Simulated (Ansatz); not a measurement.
# C6H19GeN3O: up Jacob's ladder to CCSD(T)

Aim: compute C6H19GeN3O with functionals from several rungs and with coupled cluster. The yardstick is the atomisation energy at the CCSD(T) limit.

Method: functionals in def2-TZVPP, the program's frozen cores in correlated methods; program: Ansatz 0.2.0, Gaussian basis.

Plan: LDA (SPW92), PBE-D4, revPBE-D4, BLYP-D4, r2SCAN-D4, B97M-V, PBE0-D4, B3LYP-D4, r2SCANh-D4, r2SCAN0-D4, HSE06-D4, BHLYP-D4, CAM-B3LYP-D4, LC-ωPBE, ωB97X-V, ωB97M-V, B2PLYP, PBE-QIDH; CCSD(T)/def2-SVP; CCSD(T)/def2-TZVPP; MP2/def2-QZVPP; extrapolation to the limit; RPA on PBE.

## (1) The geometry

The geometry comes from an earlier relaxation with PBE0-D4 in a triple-zeta def2 set; it is a stationary point, not always the lowest conformer.

30 atoms, charge 0, spin multiplicity 1.

Atoms are counted from 1 here; the program's logs count them from 0.

Bond lengths: C1–N2 1.442 Å, C1–H12 1.098 Å, C1–H13 1.090 Å, C1–H14 1.102 Å, N2–C3 1.441 Å, N2–Ge4 1.821 Å, C3–H15 1.098 Å, C3–H16 1.102 Å, C3–H17 1.093 Å, Ge4–O5 1.782 Å, Ge4–N6 1.832 Å, Ge4–N9 1.816 Å, O5–H18 0.959 Å, N6–C7 1.443 Å, N6–C8 1.443 Å, C7–H19 1.092 Å, C7–H20 1.102 Å, C7–H21 1.098 Å and more. Angles: N2–C1–H12 110.0°, N2–C1–H13 110.4°, N2–C1–H14 112.8°, H12–C1–H13 108.0°, H12–C1–H14 107.2°, H13–C1–H14 108.2°, C1–N2–C3 113.7°, C1–N2–Ge4 120.7°, C3–N2–Ge4 117.9°, N2–C3–H15 110.4°, N2–C3–H16 113.0°, N2–C3–H17 110.6°, H15–C3–H16 107.2°, H15–C3–H17 107.5°, H16–C3–H17 107.9°, N2–Ge4–O5 102.4°, N2–Ge4–N6 120.2°, N2–Ge4–N9 106.8° and more.

## (2) LDA

This LDA is Slater exchange with PW92 correlation.

The input, in.yaml:

```yaml
crystal:
  periodic: [false, false, false]
  atoms:
    - {symbol: C, position_ang: [-1.139805, 1.652525, -2.170406]}
    - {symbol: N, position_ang: [-0.991075, 0.464807, -1.365838]}
    - {symbol: C, position_ang: [-0.871566, -0.746493, -2.138040]}
    - {symbol: Ge, position_ang: [-0.151894, 0.533171, 0.248560]}
    - {symbol: O, position_ang: [-0.418283, 2.223449, 0.747457]}
    - {symbol: N, position_ang: [1.653951, 0.247210, 0.360730]}
    - {symbol: C, position_ang: [2.175403, -1.076136, 0.119463]}
    - {symbol: C, position_ang: [2.554136, 1.291911, -0.063917]}
    - {symbol: N, position_ang: [-0.897555, -0.760198, 1.282641]}
    - {symbol: C, position_ang: [-2.305264, -1.054095, 1.185427]}
    - {symbol: C, position_ang: [-0.315443, -1.126404, 2.548411]}
    - {symbol: H, position_ang: [-2.054122, 1.585559, -2.774385]}
    - {symbol: H, position_ang: [-1.219561, 2.534236, -1.534949]}
    - {symbol: H, position_ang: [-0.299300, 1.804237, -2.866783]}
    - {symbol: H, position_ang: [-1.767374, -0.896221, -2.754791]}
    - {symbol: H, position_ang: [-0.004523, -0.740752, -2.818324]}
    - {symbol: H, position_ang: [-0.776828, -1.614016, -1.480048]}
    - {symbol: H, position_ang: [-0.120377, 2.379081, 1.646013]}
    - {symbol: H, position_ang: [1.448900, -1.835417, 0.414983]}
    - {symbol: H, position_ang: [2.431142, -1.246148, -0.938759]}
    - {symbol: H, position_ang: [3.090061, -1.240894, 0.704376]}
    - {symbol: H, position_ang: [3.488792, 1.248136, 0.510439]}
    - {symbol: H, position_ang: [2.823443, 1.214662, -1.129711]}
    - {symbol: H, position_ang: [2.105299, 2.273023, 0.098931]}
    - {symbol: H, position_ang: [-2.480900, -2.135413, 1.264072]}
    - {symbol: H, position_ang: [-2.888760, -0.568275, 1.982458]}
    - {symbol: H, position_ang: [-2.697191, -0.713921, 0.225928]}
    - {symbol: H, position_ang: [-0.372587, -2.212248, 2.704637]}
    - {symbol: H, position_ang: [0.735915, -0.836034, 2.584994]}
    - {symbol: H, position_ang: [-0.830233, -0.649945, 3.397629]}
basis:
  gaussian: {orbitals: def2-TZVPP}
hamiltonian: {xc: lda}
output: {orbitals: {seedname: orbitals}}
```

Launch:

```sh
> ansatz run in.yaml --threads 11 --pin off --events-out ev --progress --plain --max-ram 166912MiB --backend cuda --devices 0, --max-vram 75GiB
```

After this run come: PBE-D4 (GGA); revPBE-D4 (GGA); BLYP-D4 (GGA); r2SCAN-D4 (meta-GGA); B97M-V (meta-GGA); B3LYP-D4 (hybrid); r2SCANh-D4 (hybrid); r2SCAN0-D4 (hybrid); HSE06-D4 (hybrid); BHLYP-D4 (hybrid); CAM-B3LYP-D4 (range-separated); LC-ωPBE (range-separated); ωB97X-V (range-separated); ωB97M-V (range-separated); B2PLYP (double hybrid); PBE-QIDH (double hybrid); CCSD(T) in def2-SVP; CCSD(T) in def2-TZVPP; MP2 in def2-QZVPP; RPA on PBE orbitals.

Before running them: what should the planned runs give, taken together? Wanted: atomisation energy, CCSD(T)/CBS; farthest beyond LDA; mean size of error, GGA; mean size of error, meta-GGA; mean size of error, hybrid; mean size of error, range-separated; mean size of error, double hybrid; gap, smallest and largest; T1 diagnostic.

The runs gave:

```
                               quantity                                                                                                                              value
        atomisation energy, CCSD(T)/CBS                                                                                                                     11327.9 kJ/mol
functionals within 113.3 kJ/mol (1.0 %)  revPBE-D4, BLYP-D4, r2SCAN-D4, B97M-V, PBE0-D4, B3LYP-D4, r2SCANh-D4, HSE06-D4, CAM-B3LYP-D4, LC-ωPBE, ωB97X-V, ωB97M-V, PBE-QIDH
                    farthest beyond LDA                                                                                                           BHLYP-D4 (-309.8 kJ/mol)
                mean size of error, GGA                                                                                                                        92.4 kJ/mol
           mean size of error, meta-GGA                                                                                                                        20.3 kJ/mol
             mean size of error, hybrid                                                                                                                       107.5 kJ/mol
    mean size of error, range-separated                                                                                                                        42.0 kJ/mol
      mean size of error, double hybrid                                                                                                                       105.4 kJ/mol
              gap, smallest and largest                                                                                          4.09 eV (LDA (SPW92)), 11.21 eV (LC-ωPBE)
                          T1 diagnostic                                                                                                                             0.0109
triples share of the correlation energy                                                                                                                              3.9 %
```

**Reading.** LDA overbinds by 1664.1 kJ/mol (15 %). PBE-D4 misses by +222.9 kJ/mol. Double hybrids carry the basis error of their MP2 part in triple zeta, and no dispersion term here, so their miss is partly the set-up's. The rungs meta-GGA, range-separated, GGA, double hybrid, hybrid miss on average by less than the doubt on the reference (113.3 kJ/mol), so they tie. The reference freezes the cores and leaves out relativity and excitations past (T), and its outer-core shells are covered unevenly, so misses under about 113.3 kJ/mol can't be ranked. Hartree-Fock recovers 71 % of the binding; the rest is correlation. CCSD(T) in def2-SVP is off by -577.6 kJ/mol, worse than the median functional, from the basis alone. The gap grows from 4.1 to 11.2 eV across the functionals, mostly with the share of exact exchange. Correlated methods include outer-core shells of Ge, which these sets cover unevenly.
